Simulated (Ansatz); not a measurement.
# C2H6ClInO2: basis-set convergence

The task here is to estimate one member of a computed series from the others.

The runs use Ansatz 0.2.0, Gaussian basis; one geometry, several basis sets.

Plan: PBE0-D4/def2-SVP; ωB97M-V/def2-SVP; PBE0-D4/def2-QZVPP; ωB97M-V/def2-QZVPP; the functionals' def2-TZVPP values are taken from earlier runs.

## The relaxed structure

All runs share one geometry, relaxed beforehand with PBE0-D4 in a triple-zeta def2 set. In takes the def2 core potential; no spin-orbit term is included.

SMILES `C[O][In]([Cl])[O]C`, 12 atoms, charge 0, spin multiplicity 1.

Atoms are counted from 1 here; the program's logs count them from 0.

Bond lengths: C1–O2 1.411 Å, C1–H7 1.094 Å, C1–H8 1.097 Å, C1–H9 1.097 Å, O2–In3 1.961 Å, In3–Cl4 2.307 Å, In3–O5 1.968 Å, O5–C6 1.409 Å, C6–H10 1.097 Å, C6–H11 1.097 Å, C6–H12 1.095 Å. Angles: O2–C1–H7 107.6°, O2–C1–H8 112.7°, O2–C1–H9 112.7°, H7–C1–H8 107.9°, H7–C1–H9 107.9°, H8–C1–H9 107.9°, C1–O2–In3 121.2°, O2–In3–Cl4 120.6°, O2–In3–O5 120.3°, Cl4–In3–O5 119.0°, In3–O5–C6 122.3°, O5–C6–H10 111.3°, O5–C6–H11 113.5°, O5–C6–H12 108.3°, H10–C6–H11 107.8°, H10–C6–H12 108.0°, H11–C6–H12 107.8°.

Set-up of the first run:

Input file in.yaml:

```yaml
crystal:
  periodic: [false, false, false]
  atoms:
    - {symbol: C, position_ang: [-0.515583, -1.214511, 2.307174]}
    - {symbol: O, position_ang: [-0.276384, -1.882407, 1.087778]}
    - {symbol: In, position_ang: [0.082024, -0.885563, -0.562379]}
    - {symbol: Cl, position_ang: [0.456444, -1.996625, -2.549344]}
    - {symbol: O, position_ang: [0.083622, 1.082306, -0.553243]}
    - {symbol: C, position_ang: [0.414872, 1.839975, -1.693720]}
    - {symbol: H, position_ang: [-0.689605, -1.976372, 3.073040]}
    - {symbol: H, position_ang: [-1.400340, -0.567750, 2.268936]}
    - {symbol: H, position_ang: [0.335969, -0.602898, 2.628735]}
    - {symbol: H, position_ang: [1.491510, 2.044142, -1.737010]}
    - {symbol: H, position_ang: [0.126369, 1.360246, -2.637066]}
    - {symbol: H, position_ang: [-0.108888, 2.799465, -1.632890]}
basis:
  gaussian: {orbitals: def2-SVP}
hamiltonian: {xc: pbe0, dispersion: d4}
output: {orbitals: {seedname: orbitals}}
```

Command:

```bash
> ansatz run in.yaml --threads 4 --pin off --events-out ev --progress --plain --max-ram 11315MiB
```

Among the steps run: PBE0-D4 in def2-SVP; ωB97M-V in def2-SVP; PBE0-D4 in def2-QZVPP; ωB97M-V in def2-QZVPP.

One of the session's tables, all rows but one given; the rest of the session is left out.

It belongs to the step «Functionals by basis». 

| functional | basis | HOMO (eV) | LUMO (eV) |
| --- | --- | --- | --- |
| PBE0-D4 | def2-SVP | -7.70 | -1.99 |
| PBE0-D4 | def2-TZVPP | -7.88 | -2.15 |
| PBE0-D4 | def2-QZVPP | -7.91 | -2.21 |
| ωB97M-V | def2-SVP | ? | ? |
| ωB97M-V | def2-TZVPP | -10.28 | -0.22 |
| ωB97M-V | def2-QZVPP | -10.32 | -0.39 |

Estimate the missing values for ωB97M-V, def2-SVP.

The run gave: HOMO (eV): -10.08; LUMO (eV): 0.02. In the column «HOMO (eV)» it lies between ωB97M-V, def2-TZVPP (-10.28) and PBE0-D4, def2-QZVPP (-7.91).
